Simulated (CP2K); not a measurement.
# Si2H2OF2 (SMILES F[Si]1(F)O[SiH2]1): PBE/DZVP-MOLOPT-SR-GTH (core potential)

Aim: the vertical singlet–triplet gap of Si2H2OF2 at PBE/DZVP-MOLOPT-SR-GTH (core potential), from 2 runs. 

The calculation is run with CP2K 2026.2.

### 1 Starting point

Si2H2OF2: 7 atoms, total charge 0, spin state singlet. As SMILES, `F[Si]1(F)O[SiH2]1`. The shape is that of a PBE0-D4/def2-TZVP optimisation.

Bond lengths: F1–Si2 1.578 Å, Si2–F3 1.578 Å, Si2–O4 1.648 Å, Si2–Si5 2.174 Å, O4–Si5 1.718 Å, Si5–H6 1.482 Å, Si5–H7 1.482 Å. Some angles: F1–Si2–F3 105.1°, F1–Si2–O4 114.7°, F1–Si2–Si5 127.3°, F3–Si2–O4 114.7°, F3–Si2–Si5 127.3°, O4–Si2–Si5 51.2°, Si2–O4–Si5 80.4°, Si2–Si5–O4 48.4°, Si2–Si5–H6 124.7°, Si2–Si5–H7 124.7°.

### 2 The energy at PBE/DZVP-MOLOPT-SR-GTH (core potential)

run.inp

```
&FORCE_EVAL
  METHOD QS
  &DFT
    BASIS_SET_FILE_NAME BASIS_MOLOPT
    POTENTIAL_FILE_NAME GTH_POTENTIALS
    CHARGE 0
    MULTIPLICITY 1
    # Quickstep
    &QS
      METHOD GPW
      EPS_DEFAULT 1.0E-10
    &END QS
    # real-space grids
    &MGRID
      CUTOFF 400
      REL_CUTOFF 50
      NGRIDS 4
    &END MGRID
    &POISSON
      PERIODIC NONE
      POISSON_SOLVER MULTIPOLE
    &END POISSON
    &SCF
      SCF_GUESS ATOMIC
      EPS_SCF 1.0E-06
      MAX_SCF 80
      ADDED_MOS 10
      &DIAGONALIZATION
        ALGORITHM STANDARD
      &END DIAGONALIZATION
      &MIXING
        METHOD PULAY_MIXING
        ALPHA 0.3
        NBUFFER 4
      &END MIXING
    &END SCF
    # exchange and correlation
    &XC
      &XC_FUNCTIONAL PBE
      &END XC_FUNCTIONAL
    &END XC
    # extra output
    &PRINT
      &MOMENTS
        PERIODIC F
        REFERENCE COM
        MAX_MOMENT 1
      &END MOMENTS
      &MO ON
        ENERGIES T
        OCCUPATION_NUMBERS T
        NDIGITS 6
        &EACH
          QS_SCF 0
        &END EACH
        ADD_LAST NUMERIC
      &END MO
      &HIRSHFELD OFF
      &END HIRSHFELD
    &END PRINT
  &END DFT
  &SUBSYS
    # box in angstrom
    &CELL
      ABC [angstrom] 8.9 11.5 10.2
      PERIODIC NONE
    &END CELL
    &COORD
      UNIT bohr
      F      0.8016218    -3.0464275     3.2008181
      Si     0.0716206    -1.9388590     0.5293123
      F     -0.3669848    -4.3236934    -1.2077240
      O      2.0853128     0.1472097    -0.6086808
      Si    -0.5759885     2.0004641    -0.4399282
      H     -0.3822916     4.1362325     1.3606028
      H     -1.5170721     2.8965722    -2.9205717
    &END COORD
    &TOPOLOGY
      &CENTER_COORDINATES
      &END CENTER_COORDINATES
    &END TOPOLOGY
    &KIND F
      BASIS_SET DZVP-MOLOPT-SR-GTH-q7
      POTENTIAL GTH-PBE-q7
    &END KIND
    &KIND Si
      BASIS_SET DZVP-MOLOPT-SR-GTH-q4
      POTENTIAL GTH-PBE-q4
    &END KIND
    &KIND O
      BASIS_SET DZVP-MOLOPT-SR-GTH-q6
      POTENTIAL GTH-PBE-q6
    &END KIND
    &KIND H
      BASIS_SET DZVP-MOLOPT-SR-GTH-q1
      POTENTIAL GTH-PBE-q1
    &END KIND
  &END SUBSYS
&END FORCE_EVAL

&GLOBAL
  PROJECT run
  RUN_TYPE ENERGY
  PRINT_LEVEL MEDIUM
&END GLOBAL
```

Started as:

```bash
OMP_NUM_THREADS=1 cp2k.psmp run.inp > run.out
```

The program printed:

```text
CP2K| version string:                                       CP2K version 2026.2
[...]
 GLOBAL| Method name                                                        CP2K
[...]
 GLOBAL| Run type                                                         ENERGY
[...]
 DFT| Spin restricted Kohn-Sham (RKS) calculation                            RKS
 DFT| Multiplicity                                                             1
[...]
 DFT| Charge                                                                   0
[...]
 FUNCTIONAL| PBE:
 QS| Method:                                                                 GPW
[...]
 QS| Density cutoff [a.u.]:                                                200.0
[...]
 QS| Relative density cutoff [a.u.]:                                        25.0
[...]
                             - Atoms:                                          7
[...]
                             - Spherical basis functions:                     75
[...]
 Number of electrons:                                                         30
[...]
     1 NoMix/Diag. 0.30E+00    1.0     1.17254911       -73.3502114930 -7.34E+01
[...]
    27 Pulay/Diag. 0.30E+00    1.1     0.00000028       -73.6541779333 -5.39E-06
  *** SCF run converged in    27 steps ***
[...]
  Overlap energy of the core charge distribution:               0.00000004639428
  Self energy of the core charge distribution:               -193.48800529774542
  Core Hamiltonian energy:                                     53.86643688900482
  Hartree energy:                                              82.02927871493468
  Exchange-correlation energy:                                -16.06188828588259
  Total energy:                                               -73.65417793329421
[...]
                     Mulliken Population Analysis
 #  Atom  Element  Kind  Atomic population                           Net charge
       1     F        1          7.289645                             -0.289645
       2     Si       2          3.232752                              0.767248
       3     F        1          7.290311                             -0.290311
       4     O        3          6.423280                             -0.423280
       5     Si       2          3.876982                              0.123018
       6     H        4          0.943647                              0.056353
       7     H        4          0.943383                              0.056617
 # Total charge                             30.000000                  0.000000
[...]
  Dipole moment [Debye]
    X= -0.1419909E+01 Y=  0.1788654E+01 Z= -0.1439414E+00  Total=      2.2882626
 ENERGY| Total FORCE_EVAL ( QS ) energy [hartree]            -73.654177933294207
[...]
```

Run time: 31 s. Hardware: 1 thread of Arm Neoverse V2, shared host; peak memory 1.1 GiB.

### 3 The triplet at the same level

molecule.xyz

```xyz
7

F      0.424200    -1.612100     1.693800
Si     0.037900    -1.026000     0.280100
F     -0.194200    -2.288000    -0.639100
O      1.103500     0.077900    -0.322100
Si    -0.304800     1.058600    -0.232800
H     -0.202300     2.188800     0.720000
H     -0.802800     1.532800    -1.545500
```

mol.inp

```
&GLOBAL
    PROJECT_NAME mol
    RUN_TYPE ENERGY
    PRINT_LEVEL MEDIUM
&END GLOBAL

&FORCE_EVAL
    METHOD QS
    &DFT
        BASIS_SET_FILE_NAME BASIS_MOLOPT
        POTENTIAL_FILE_NAME GTH_POTENTIALS
        CHARGE 0
        MULTIPLICITY 3
        UKS T
        # Quickstep
        &QS
            METHOD GPW
            EPS_DEFAULT 1.0E-10
        &END QS
        &MGRID
            CUTOFF 400
            REL_CUTOFF 50
            NGRIDS 4
        &END MGRID
        &POISSON
            PERIODIC NONE
            POISSON_SOLVER MULTIPOLE
        &END POISSON
        # self-consistent field
        &SCF
            SCF_GUESS ATOMIC
            EPS_SCF 1.0E-06
            MAX_SCF 50
            &OT ON
                MINIMIZER DIIS
                PRECONDITIONER FULL_SINGLE_INVERSE
            &END OT
            &OUTER_SCF
                EPS_SCF 1.0E-06
                MAX_SCF 8
            &END OUTER_SCF
        &END SCF
        # exchange and correlation
        &XC
            &XC_FUNCTIONAL PBE
            &END XC_FUNCTIONAL
        &END XC
        &PRINT
            &MOMENTS
                PERIODIC F
                REFERENCE COM
                MAX_MOMENT 1
            &END MOMENTS
            &MO_CUBES
                NLUMO 1
                NHOMO -1
                WRITE_CUBE F
            &END MO_CUBES
            &HIRSHFELD OFF
            &END HIRSHFELD
        &END PRINT
    &END DFT
    # atoms, cell and kinds
    &SUBSYS
        &CELL
            ABC [angstrom] 8.9 11.5 10.2
            PERIODIC NONE
        &END CELL
        &TOPOLOGY
            COORD_FILE_NAME molecule.xyz
            COORD_FILE_FORMAT XYZ
            &CENTER_COORDINATES
            &END CENTER_COORDINATES
        &END TOPOLOGY
        &KIND F
            BASIS_SET DZVP-MOLOPT-SR-GTH-q7
            POTENTIAL GTH-PBE-q7
        &END KIND
        &KIND Si
            BASIS_SET DZVP-MOLOPT-SR-GTH-q4
            POTENTIAL GTH-PBE-q4
        &END KIND
        &KIND O
            BASIS_SET DZVP-MOLOPT-SR-GTH-q6
            POTENTIAL GTH-PBE-q6
        &END KIND
        &KIND H
            BASIS_SET DZVP-MOLOPT-SR-GTH-q1
            POTENTIAL GTH-PBE-q1
        &END KIND
    &END SUBSYS
&END FORCE_EVAL
```

Started as:

```bash
OMP_NUM_THREADS=1 cp2k.psmp -i mol.inp -o mol.out
```

The program printed:

```text
CP2K| version string:                                       CP2K version 2026.2
[...]
 GLOBAL| Method name                                                        CP2K
[...]
 GLOBAL| Run type                                                         ENERGY
[...]
 DFT| Spin unrestricted (spin-polarized) Kohn-Sham calculation               UKS
 DFT| Multiplicity                                                             3
[...]
 DFT| Charge                                                                   0
[...]
 FUNCTIONAL| PBE:
 QS| Method:                                                                 GPW
[...]
 QS| Density cutoff [a.u.]:                                                200.0
[...]
 QS| Relative density cutoff [a.u.]:                                        25.0
[...]
                             - Atoms:                                          7
[...]
                             - Spherical basis functions:                     75
[...]
 Number of electrons:                                                         16
[...]
     1 OT DIIS     0.80E-01    1.6     0.08762226       -70.4529109793 -7.05E+01
[...]
    10 OT DIIS     0.80E-01    1.7     0.00000065       -73.5184159976 -2.88E-10
  *** SCF run converged in    10 steps ***
[...]
  Overlap energy of the core charge distribution:               0.00000004639427
  Self energy of the core charge distribution:               -193.48800529774542
  Core Hamiltonian energy:                                     53.98948602004025
  Hartree energy:                                              82.03104729075572
  Exchange-correlation energy:                                -16.05094405708546
  Total energy:                                               -73.51841599764066
[...]
                     Mulliken Population Analysis
 #  Atom  Element  Kind  Atomic population (alpha,beta) Net charge  Spin moment
       1     F        1         3.640398     3.622819    -0.263217     0.017580
       2     Si       2         2.000458     1.289380     0.710162     0.711078
       3     F        1         3.640560     3.623162    -0.263721     0.017398
       4     O        3         3.273874     3.040344    -0.314218     0.233530
       5     Si       2         2.487776     1.510095     0.002130     0.977681
       6     H        4         0.478555     0.457139     0.064307     0.021416
       7     H        4         0.478380     0.457062     0.064558     0.021318
 # Total charge and spin       16.000000    14.000000     0.000000     2.000000
[...]
  Dipole moment [Debye]
    X= -0.5487779E+00 Y=  0.6792511E+00 Z= -0.4915461E-01  Total=      0.8746173
[...]
 HOMO - LUMO gap [eV] :    2.146393
 ENERGY| Total FORCE_EVAL ( QS ) energy [hartree]            -73.518415997640659
[...]
```

Wall time 1.8 min (1 thread of Arm Neoverse V2, shared host); peak memory 1 GiB.

### 4 Summary of results

Level: PBE/DZVP-MOLOPT-SR-GTH (core potential).

| quantity | value |
| --- | --- |
| singlet: total energy | -73.65418 Eh |
| singlet: dipole moment | 2.29 D |
| singlet: HOMO energy | -6.45 eV |
| singlet: LUMO energy | -2.23 eV |
| singlet: HOMO–LUMO gap | 4.22 eV |
| triplet: total energy | -73.51842 Eh |
| triplet: dipole moment | 0.87 D |
| triplet: HOMO energy (highest over α and β) | -3.09 eV |
| triplet: ⟨S²⟩ | 2.006 |
| vertical energy of the triplet above the singlet | 3.694 eV |

**Reading.** At this shape the triplet lies 3.69 eV (85 kcal/mol) above the singlet.
